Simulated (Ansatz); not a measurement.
# HfRu: a single-point run

The task is a single-point run on HfRu. The structure is shown as the input types it.

Method: DFT, LDA, PAW with Ansatz's default frozen-core files, scalar-relativistic; levels and slopes on a fine mesh, independent-particle optical spectra, in Ansatz 0.2.0.

## 1. The starting structure

The structure is cubic, space group Pm-3m (No. 221). The conventional cell has a = 3.182 Å, b = 3.182 Å, c = 3.182 Å, α = 90.00°, β = 90.00°, γ = 90.00°. Hf (site symmetry m-3m) is surrounded by 8 Ru at 2.76 Å. Ru (site symmetry m-3m) is surrounded by 8 Hf at 2.76 Å.

Structure file:

```xyz
2
Lattice="3.1821 0.0000 0.0000 0.0000 3.1821 0.0000 0.0000 0.0000 3.1821" Properties=species:S:1:pos:R:3 pbc="T T T"
Hf    0.0000    0.0000    0.0000
Ru    1.5910    1.5910    1.5910
```

## 2. Input and run

input.yaml

```yaml
crystal:
  lattice:
    - [3.18208548489, 0.0, 0.0]
    - [0.0, 3.18208548489, 0.0]
    - [0.0, 0.0, 3.18208548489]
  atoms:
    - { symbol: Hf, position: [0.0, 0.0, 0.0], spin: 2.0 }
    - { symbol: Ru, position: [0.5, 0.5, 0.5] }
kpoints:
  mp_grid: { grid: [12, 12, 12] }
scf:
  occupations: { method: fermi_dirac, width: 0.1 }
  max_iter: 100
hamiltonian:
  xc: lda
  pseudopotentials: { kind: paw }
output:
  forces: true
  stress: true
  eigenvalues: true
  eigenstates:
    nscf_kmesh: { grid: [16, 16, 16] }
    de_dk: true
    e_range: [-14, 14]
  optics:
    e_range: [0, 25]
    de: 0.2
    sigma: 0.2
    bands: { spectra_wanted_up_to: 25 }
    nscf_kmesh: { grid: [16, 16, 16] }
    drude_damping: 0.1
checkpoint:
  write: ck
  write_wavefunctions: false
```

Run with:

```
ansatz run input.yaml --threads 1 --pin off --max-ram 3072MiB --backend cpu --events-out ev --progress --plain --runs-dir out
```

Q: Will this input give a usable result? If not, why, and what should change?

Nothing was computed: the input was turned down at the start. The line that matters: «inconsistent input (magnetization.spin_polarized): false but per-atom `spin:`, `per_species`, `initial_magnetization`, `magnetic_field`, or `spin_locking` is set»

The atoms carry spins in the input while the run has one spin channel.

Remedy: switch spin polarisation on, or remove the moments.
